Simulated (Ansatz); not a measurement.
# Zn: the cost of one run

Program: Ansatz 0.2.0. Level of theory: DFT PBEsol, scalar-relativistic, plane waves, PAW. These are calculated values, not measurements.

## (1) The starting structure

The structure is orthorhombic, space group Cmce (No. 64). Conventional cell: a = 4.224 Å, b = 7.158 Å, c = 4.229 Å, α = 90.00°, β = 90.00°, γ = 90.00°. Zn (site symmetry m) is surrounded by 7 Zn at 2.28 to 2.62 Å.

Coordinates:

```
CELL_PARAMETERS angstrom
2.11176 -3.57905 0.00000
2.11176 3.57905 0.00000
0.00000 0.00000 4.22915
ATOMIC_POSITIONS crystal
Zn 0.15250 0.84750 0.07850
Zn 0.65250 0.34750 0.42150
Zn 0.84750 0.15250 0.92150
Zn 0.34750 0.65250 0.57850
```

This is candidate A: alpha-gallium type (Cmce, No. 64).

(A quick probe on a coarse mesh, which set the mesh and smearing, is not shown.)

## (3) Rough relaxation on the coarse mesh (candidate A)

Contents of input.yaml:

```yaml
crystal:
  lattice:
    - [2.1117641652, -3.5790486377, 0.0]
    - [2.1117641652, 3.5790486377, 0.0]
    - [0.0, 0.0, 4.2291463431]
  atoms:
    - { symbol: Zn, position: [0.1525, 0.8475, 0.0785] }
    - { symbol: Zn, position: [0.6525, 0.3475, 0.4215] }
    - { symbol: Zn, position: [0.8475, 0.1525, 0.9215] }
    - { symbol: Zn, position: [0.3475, 0.6525, 0.5785] }
basis:
  ecutwfc: 420
kpoints:
  mp_grid: { grid: [6, 6, 4] }
hamiltonian:
  xc: pbesol
scf:
  occupations: { method: gaussian, width: 0.1 }
  lower_state_search: "off"
output:
  forces: true
  stress: true
  eigenvalues: true
relax:
  adjacent_minimum: "off"
  f_tol: 0.04
  max_steps: 70
  cell: { stress_tol: 0.4 }
```

What time and memory should one allow on 1 thread of an Arm CPU, shared host?

About 2.4 min, with a peak of 0.36 GiB.
